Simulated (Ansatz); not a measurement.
# FePt: the cost of one run

Computed with Ansatz 0.2.0 (DFT PBEsol, scalar-relativistic, plane waves, PAW, unless a step's input says otherwise).

## (1) The structure to begin with

The structure is tetragonal, space group P4/mmm (No. 123). The conventional cell has a = 2.727 Å, b = 2.727 Å, c = 3.735 Å, α = 90.00°, β = 90.00°, γ = 90.00°. Around Fe (site symmetry 4/mmm) lie 8 Pt at 2.68 Å and 4 Fe at 2.73 Å. Pt (site symmetry 4/mmm) is surrounded by 8 Fe at 2.68 Å and 4 Pt at 2.73 Å.

Coordinates:

```cif
data_structure
_symmetry_space_group_name_H-M 'P4/mmm'
_symmetry_Int_Tables_number 123
_cell_length_a 2.7273
_cell_length_b 2.7273
_cell_length_c 3.7350
_cell_angle_alpha 90.000
_cell_angle_beta 90.000
_cell_angle_gamma 90.000
_cell_volume 27.78
loop_
_atom_site_label
_atom_site_type_symbol
_atom_site_symmetry_multiplicity
_atom_site_Wyckoff_symbol
_atom_site_fract_x
_atom_site_fract_y
_atom_site_fract_z
_atom_site_occupancy
Fe1 Fe 1 a 0.00000 0.00000 0.00000 1
Pt1 Pt 1 d 0.50000 0.50000 0.50000 1
```

## (2) Relaxing cell and atoms: FePt, moments ++

The input, input.yaml:

```yaml
crystal:
  lattice:
    - [2.727310855, 0.0, 0.0]
    - [0.0, 2.727310855, 0.0]
    - [0.0, 0.0, 3.735]
  atoms:
    - { symbol: Fe, position: [0.0, 0.0, 0.0], spin: 3.0 }
    - { symbol: Pt, position: [0.5, 0.5, 0.5], spin: 0.4 }
magnetization:
  spin_polarized: true
scf:
  occupations: { method: gaussian, width: 0.05 }
output:
  forces: true
  stress: true
  eigenvalues: true
  populations: true
hamiltonian:
  xc: pbesol
kpoints:
  mp_grid: { grid: [16, 16, 12] }
relax:
  f_tol: 0.005
  max_steps: 40
  cell: { stress_tol: 0.05 }
```

On the command line:

```
$ ansatz run input.yaml --threads 4 --pin off --max-ram 8192MiB --backend cpu --events-out ev --progress --plain --runs-dir out
```

**Question.** How long does this run take on 4 threads of Intel Xeon Platinum 8488C (Sapphire Rapids), shared host, and how much memory does it need?

About 31 s, with a peak of 0.66 GiB.
